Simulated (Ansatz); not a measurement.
# CoO: the cost of one run

Program: Ansatz 0.2.0. Level of theory: DFT PBEsol+U (U_eff = 1 eV on Co d), plane waves, PAW. These are calculated values, not measurements.

## Step 1: The structure to begin with

It takes space group Fm-3m (No. 225, cubic). The conventional cell has a = 4.263 Å, b = 4.263 Å, c = 4.263 Å, α = 90.00°, β = 90.00°, γ = 90.00°. Around Co (site symmetry m-3m) lie 6 O at 2.13 Å. O (site symmetry m-3m) has 6 Co at 2.13 Å as nearest neighbours.

Structure file:

```cif
data_structure
_symmetry_space_group_name_H-M 'P 1'
_symmetry_Int_Tables_number 1
_cell_length_a 3.0144
_cell_length_b 3.0144
_cell_length_c 3.0144
_cell_angle_alpha 60.000
_cell_angle_beta 60.000
_cell_angle_gamma 60.000
_cell_volume 19.37
loop_
_atom_site_label
_atom_site_type_symbol
_atom_site_fract_x
_atom_site_fract_y
_atom_site_fract_z
_atom_site_occupancy
Co1 Co 0.00000 0.00000 0.00000 1
O1 O 0.50000 0.50000 0.50000 1
```

Magnetic order typed: ferromagnetic.

## Step 2: From atoms, symmetry kept, no search

input.yaml reads:

```yaml
crystal:
  lattice:
    - [0.0, 2.13150166, 2.13150166]
    - [2.13150166, 0.0, 2.13150166]
    - [2.13150166, 2.13150166, 0.0]
  atoms:
    - { symbol: Co, position: [0.0, 0.0, 0.0], spin: 3.0 }
    - { symbol: O, position: [0.5, 0.5, 0.5] }
basis:
  ecutwfc: 420
  ecutrho_ratio: 4
kpoints:
  mp_grid: { grid: [8, 8, 8] }
hamiltonian:
  xc: pbesol
  hubbard: { sites: [{ site: 0, l: d, u_eff: 1.0 }] }
scf:
  occupations: { method: gaussian, width: 0.05 }
  lower_state_search: "off"
  max_iter: 150
output:
  forces: true
  stress: true
  eigenvalues: true
  populations: true
  hubbard: { sites: [{ site: 0, l: d }] }
magnetization:
  spin_polarized: true
```

Started as:

```bash
$ ansatz run input.yaml --threads 2 --pin off --max-ram 3072MiB --backend cpu --events-out ev --progress --plain --runs-dir out
```

**Question.** How long does this run take on 2 threads of Arm Neoverse V2, shared host, and how much memory does it need?

About 1.5 s, with a peak of 0.28 GiB.
